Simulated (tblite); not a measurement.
# C6H8AsN: the cost of one run

Programs: tblite 0.8.0 and PySCF 2.14.0, with density-fitted response routines of our own. Each step states its level of theory. These are calculated values for one molecule in the gas phase, unless marked as measured. Atoms count from 0, in the outputs and in this text.

## Step 1: The molecule as given

16 atoms, charge 0, multiplicity 1; geometry from: force field or distance geometry start.

Bonds of the start (Å): C0–C1 1.49, C1–C2 1.21, C2–C3 1.47, C3–C4 1.54, C4–As5 1.95, C4–C6 1.43, C6–N7 1.15, C0–H8 1.09, C0–H9 1.11, C0–H10 1.11, C3–H11 1.11, C3–H12 1.11, C4–H13 1.12, As5–H14 1.56, As5–H15 1.54.

## Step 2: Geometry optimisation with GFN2-xTB

What the job is given:

```
{"job": {"kind": "relax", "xc": "GFN2-xTB", "basis": "xTB"}, "charge": 0, "multiplicity": 1}
C      3.233300     0.340600    -0.693900
C      1.842300    -0.166200    -0.552500
C      0.732300    -0.615400    -0.412200
C     -0.636200    -1.148700    -0.292100
C     -1.436500    -0.250900     0.664400
As    -1.567300     1.573000    -0.009800
C     -2.686600    -0.828300     1.064100
N     -3.680200    -1.288200     1.405000
H      3.431400     0.368400    -1.767500
H      3.905100    -0.339500    -0.127300
H      3.305600     1.371000    -0.274400
H     -0.592100    -2.151300     0.183200
H     -1.125100    -1.165300    -1.289700
H     -0.779200    -0.209400     1.574400
H     -1.011200     2.543500     1.075800
H     -2.943100     1.975700    -0.559100
```

Run with:

```
OMP_NUM_THREADS=1 python probes_run.py task.json out
```

This one command runs all jobs of the session in turn.

**Question.** How long does this first job take on 1 thread of Arm Neoverse N1, shared host, and how much memory does it need?

About 1.2 s, with a peak of 0.18 GiB.
